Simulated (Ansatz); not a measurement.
# Zr3H: the cost of one run

Program: Ansatz 0.2.0. Level of theory: DFT PBE, scalar-relativistic, plane waves, PAW. These are calculated values, not measurements.

### Step 1. The starting structure

It takes space group P6/mmm (No. 191, hexagonal). The conventional cell has a = 4.430 Å, b = 4.430 Å, c = 3.726 Å, α = 90.00°, β = 90.00°, γ = 120.00°. Around Zr (site symmetry mmm) lie 4 Zr at 2.22 Å and 2 H at 2.22 Å. Around H (site symmetry 6/mmm) lie 6 Zr at 2.22 Å.

As a file:

```cif
data_structure
_symmetry_space_group_name_H-M 'P6/mmm'
_symmetry_Int_Tables_number 191
_cell_length_a 4.4302
_cell_length_b 4.4302
_cell_length_c 3.7265
_cell_angle_alpha 90.000
_cell_angle_beta 90.000
_cell_angle_gamma 120.000
_cell_volume 63.34
loop_
_atom_site_label
_atom_site_type_symbol
_atom_site_symmetry_multiplicity
_atom_site_Wyckoff_symbol
_atom_site_fract_x
_atom_site_fract_y
_atom_site_fract_z
_atom_site_occupancy
Zr1 Zr 3 g 0.50000 0.00000 0.50000 1
H1 H 1 b 0.00000 0.00000 0.50000 1
```

A structure generator made this guess: random cell by space group and Wyckoff sites (P6/mmm, No. 191). The dimensions are guesses.

### Step 2. The guess as it stands, on a coarse mesh

File input.yaml:

```yaml
crystal:
  lattice:
    - [4.43023322, 0.0, 0.0]
    - [-2.21511661, 3.83669451, 0.0]
    - [0.0, 0.0, 3.72646294]
  atoms:
    - { symbol: Zr, position: [0.5, 0.0, 0.5] }
    - { symbol: Zr, position: [0.0, 0.5, 0.5] }
    - { symbol: Zr, position: [0.5, 0.5, 0.5] }
    - { symbol: H, position: [0.0, 0.0, 0.5] }
basis:
  ecutwfc: 420
kpoints:
  mp_grid: { grid: [6, 6, 6] }
hamiltonian:
  xc: pbe
scf:
  occupations: { method: gaussian, width: 0.1 }
  lower_state_search: "off"
output:
  forces: true
  stress: true
  eigenvalues: true
```

Command:

```
$ ansatz run input.yaml --threads 1 --pin off --max-ram 2560MiB --backend cpu --events-out ev --progress --plain --runs-dir out
```

Q: Estimate wall time and peak memory on 1 thread of Intel Xeon at 2.50GHz (Skylake/Cascade Lake), shared host.

About 3.7 s, with a peak of 0.36 GiB.
